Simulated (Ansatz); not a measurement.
Geometry optimisation, Ansatz, DFT PBE, scalar-relativistic, plane waves, PAW.

input.yaml

```yaml
crystal:
  lattice:
    - [5.678356, 0.0, 0.0]
    - [0.0, 10.691773, 0.0]
    - [0.0, 0.0, 18.258767]
  atoms:
    - { symbol: Zr, position: [0.0, 0.0, 0.0547682] }
    - { symbol: Zr, position: [0.75, 0.75, 0.1325166] }
    - { symbol: O, position: [0.5, 0.7016075, 0.0547682] }
    - { symbol: O, position: [0.0, 0.7983925, 0.0547682] }
    - { symbol: O, position: [0.75, 0.5483925, 0.1325166] }
    - { symbol: O, position: [0.75, 0.9516075, 0.1325166] }
    - { symbol: Zr, position: [0.5, 0.5, 0.0547682] }
    - { symbol: Zr, position: [0.25, 0.25, 0.1325166] }
    - { symbol: O, position: [0.0, 0.2016075, 0.0547682] }
    - { symbol: O, position: [0.5, 0.2983925, 0.0547682] }
    - { symbol: O, position: [0.25, 0.0483925, 0.1325166] }
    - { symbol: O, position: [0.25, 0.4516075, 0.1325166] }
    - { symbol: Zr, position: [0.5, 0.0, 0.2102649] }
    - { symbol: Zr, position: [0.25, 0.75, 0.2880133] }
    - { symbol: O, position: [1.0, 0.7016075, 0.2102649] }
    - { symbol: O, position: [0.5, 0.7983925, 0.2102649] }
    - { symbol: O, position: [0.25, 0.5483925, 0.2880133] }
    - { symbol: O, position: [0.25, 0.9516075, 0.2880133] }
    - { symbol: Zr, position: [1.0, 0.5, 0.2102649] }
    - { symbol: Zr, position: [0.75, 0.25, 0.2880133] }
    - { symbol: O, position: [0.5, 0.2016075, 0.2102649] }
    - { symbol: O, position: [1.0, 0.2983925, 0.2102649] }
    - { symbol: O, position: [0.75, 0.0483925, 0.2880133] }
    - { symbol: O, position: [0.75, 0.4516075, 0.2880133] }
    - { symbol: C, position: [0.4269805, 0.5670056, 0.4731298] }
    - { symbol: F, position: [0.2098017, 0.5456439, 0.4488735] }
    - { symbol: F, position: [0.5702597, 0.4778663, 0.4488735] }
    - { symbol: F, position: [0.5006499, 0.6774839, 0.4488735] }
    - { symbol: F, position: [0.4269805, 0.5670056, 0.5459715] }
basis:
  ecutwfc: 420.0
kpoints:
  mp_grid: { grid: [2, 1, 1] }
hamiltonian:
  xc: pbe
  pseudopotentials: { kind: paw, azcp: { folder: soft_1 } }
scf:
  occupations: { method: fermi_dirac, width: 0.05 }
  lower_state_search: "off"
relax:
  f_tol: 0.08
  max_steps: 25
  adjacent_minimum: "off"
  constraints: [{ sites: [0, 2, 3, 6, 8, 9] }]
```

Command:

```bash
$ ansatz run input.yaml --threads 2 --pin off --max-ram 5120MiB --backend cpu --events-out ev --progress --plain --runs-dir out
```

Problem. Where does it end, and by what steps?

Solution. The forces met the threshold. The force dipped under the threshold on the way, but the program's further checks kept it going. Limits of this set-up: coarse k mesh, thin slab, slab without dipole correction, no dispersion correction for a molecule that may bind weakly. After 16 steps the energy has fallen by 4.253 eV; F29 moved furthest, 1.35 Å. Joined: Zr14–F28 (3.35 → 2.75 Å).

```
step  energy less start (eV)  largest force component (eV/Å)  accepted
   0                  0.0000                           4.265       yes
   1                 -3.2379                           1.884       yes
   2                 -4.1413                           0.370       yes
   3                 -4.2017                           0.104       yes
   4                 -4.2097                           0.090       yes
   5                 -4.2130                           0.061       yes
   6                 -4.2156                           0.127       yes
   7                 -4.2171                           0.118       yes
   8                 -4.2186                           0.082       yes
   9                 -4.2212                           0.189       yes
  10                 -4.2235                           0.327       yes
  11                 -4.2278                           0.403       yes
  12                 -4.2356                           0.261       yes
  13                 -4.2413                           0.225       yes
  14                 -4.2497                           0.116       yes
  15                 -4.2518                           0.133       yes
  16                 -4.2533                           0.055       yes
```

```xyz
29
Lattice="5.6784 0.0000 0.0000 0.0000 10.6918 0.0000 0.0000 0.0000 18.2588" Properties=species:S:1:pos:R:3
Zr 0.000 0.000 1.000
Zr 4.260 8.019 2.184
O 2.839 7.501 1.000
O 0.000 8.536 1.000
O 4.281 5.712 2.271
O 4.235 10.325 2.270
Zr 2.839 5.346 1.000
Zr 1.420 2.672 2.178
O 0.000 2.156 1.000
O 2.839 3.190 1.000
O 1.446 0.363 2.264
O 1.393 4.982 2.263
Zr 2.833 -0.002 4.011
Zr 1.425 8.014 4.908
O 5.574 7.513 3.800
O 2.946 8.522 3.798
O 1.367 6.029 5.288
O 1.466 9.992 5.290
Zr 5.678 5.343 4.007
Zr 4.257 2.667 4.883
O 2.729 2.163 3.783
O 5.777 3.180 3.775
O 4.179 0.708 5.323
O 4.339 4.627 5.328
C 1.929 6.864 8.493
F 0.736 6.282 8.488
F 2.874 6.009 8.144
F 1.910 7.915 7.615
F 2.191 7.363 9.706
```

Whether the end is a true minimum wasn't checked by a vibrational analysis.

Run time: 2.9 min on 2 threads of Arm Neoverse V1, on a shared host, peak memory 1.7 GiB.
